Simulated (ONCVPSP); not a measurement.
# C: the cost of one run

Program: ONCVPSP 4.0.1.1 (patched build). Reference atom: PBE, scalar-relativistic, spherical and spin-unpolarised. All values are calculated.

## (1) Settings

The settings as typed:

```json
{
 "element": "carbon (C, Z = 6)",
 "type": "optimised norm-conserving Vanderbilt (ONCV)",
 "frozen core": "[He]",
 "valence charge": "4",
 "reference configuration": "2s2 2p1.5 (charge +0.5)",
 "partial waves": "2s: rc 1.00 bohr, ncon 3, nbas 6, qcut 6 1/bohr, 2 projectors, debl 3.4 Ha; 2p: rc 2.00 bohr, ncon 4, nbas 9, qcut 7.5 1/bohr, 2 projectors, debl 1.9 Ha; d scattering state at 0.27 Ha: rc 1.80 bohr, ncon 3, nbas 8, qcut 4.7 1/bohr, 2 projectors, debl 2.7 Ha",
 "local potential": "polynomial inside 0.95 bohr (lpopt 5, dvloc0 0 Ha)",
 "core correction": "polynomial model core, fcfact 0.15"
}
```

## (2) Generating the potential

The input, C.dat:

```
# ATOM AND REFERENCE CONFIGURATION
# atsym  z   nc   nv     iexc    psfile
  C 6.00    1    2        4      upf
#
#   n    l    f
    1    0    2.00
    2    0    2.00
    2    1    1.50
#
# PSEUDOPOTENTIAL AND OPTIMIZATION
# lmax
    2
#
#   l,   rc,      ep,       ncon, nbas, qcut
    0    1.00    0.00    3    6    6.00
    1    2.00    0.00    4    9    7.50
    2    1.80    0.27    3    8    4.70
#
# LOCAL POTENTIAL
# lloc, lpopt,  rc(5),   dvloc0
    4    5    0.95    0.00
#
# VANDERBILT-KLEINMAN-BYLANDER PROJECTORs
# l, nproj, debl
    0    2    3.40
    1    2    1.90
    2    2    2.70
#
# MODEL CORE CHARGE
# icmod, fcfact, rcfact
    1    0.15    0.00
#
# LOG DERIVATIVE ANALYSIS
# epsh1, epsh2, depsh
   -2.00    5.00    0.02
#
# OUTPUT GRID
# rlmax, drl
    6.00    0.01
#
# TEST CONFIGURATIONS
# ncnf
    4
# nvcnf
#   n    l    f
    2
    2    0    2.00
    2    1    2.00
#
    2
    2    0    2.00
    2    1    1.00
#
    2
    2    0    2.00
    2    1    0.00
#
    2
    2    0    1.00
    2    1    0.00
#
```

Launch:

```console
oncvpsp.x < C.dat > C.out
```

**Question.** How long does this run take on 1 thread of Intel Xeon Platinum 8259CL at 2.50GHz, shared host?

About 3.9 s.
